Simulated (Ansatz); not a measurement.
# BFH4O2Si: basis-set convergence

The task here is to estimate one member of a computed series from the others.

Method: one geometry, several basis sets; program: Ansatz 0.2.0, Gaussian basis.

Plan: PBE0-D4/def2-SVP; ωB97M-V/def2-SVP; PBE0-D4/def2-QZVPP; ωB97M-V/def2-QZVPP; the functionals' def2-TZVPP values are taken from earlier runs.

## Structure used throughout

All runs share one geometry, relaxed beforehand with PBE0-D4 in a triple-zeta def2 set.

SMILES `OB(O)[SiH2]F`, 9 atoms, charge 0, spin multiplicity 1.

Atoms are counted from 1 here; the program's logs count them from 0.

Bond lengths: O1–B2 1.366 Å, O1–H6 0.959 Å, B2–O3 1.354 Å, B2–Si4 2.036 Å, O3–H7 0.964 Å, Si4–F5 1.605 Å, Si4–H8 1.488 Å, Si4–H9 1.492 Å. Angles: B2–O1–H6 114.7°, O1–B2–O3 118.3°, O1–B2–Si4 123.3°, O3–B2–Si4 118.4°, B2–O3–H7 112.7°, B2–Si4–F5 111.2°, B2–Si4–H8 112.0°, B2–Si4–H9 110.8°, F5–Si4–H8 107.7°, F5–Si4–H9 107.4°, H8–Si4–H9 107.6°.

The first run:

in.yaml

```yaml
crystal:
  periodic: [false, false, false]
  atoms:
    - {symbol: O, position_ang: [0.035119, 0.532336, 1.736887]}
    - {symbol: B, position_ang: [0.451310, 0.375189, 0.445140]}
    - {symbol: O, position_ang: [1.639791, 0.914828, 0.083791]}
    - {symbol: Si, position_ang: [-0.605322, -0.663946, -0.951036]}
    - {symbol: F, position_ang: [-0.537152, 0.055739, -2.383962]}
    - {symbol: H, position_ang: [-0.829402, 0.163891, 1.927139]}
    - {symbol: H, position_ang: [2.071204, 1.383172, 0.808206]}
    - {symbol: H, position_ang: [-0.093416, -2.051195, -1.117267]}
    - {symbol: H, position_ang: [-2.043732, -0.756214, -0.565999]}
basis:
  gaussian: {orbitals: def2-SVP}
hamiltonian: {xc: pbe0, dispersion: d4}
output: {orbitals: {seedname: orbitals}}
```

Run with:

```
> ansatz run in.yaml --threads 2 --pin off --events-out ev --progress --plain --max-ram 4352MiB
```

Steps of the session up to this table: PBE0-D4 in def2-SVP; ωB97M-V in def2-SVP; PBE0-D4 in def2-QZVPP; ωB97M-V in def2-QZVPP.

One table of the session follows, with a row left open; its other results are not shown here.

It belongs to the step «Density functionals: the series». 

```
functional       basis  HOMO (eV)
   PBE0-D4    def2-SVP          ?
   PBE0-D4  def2-TZVPP      -8.35
   PBE0-D4  def2-QZVPP      -8.38
   ωB97M-V    def2-SVP     -10.35
   ωB97M-V  def2-TZVPP     -10.54
   ωB97M-V  def2-QZVPP     -10.57
```

Estimate the missing values for PBE0-D4, def2-SVP.

The run gave: HOMO (eV): -8.20. In the column «HOMO (eV)» it is the highest.
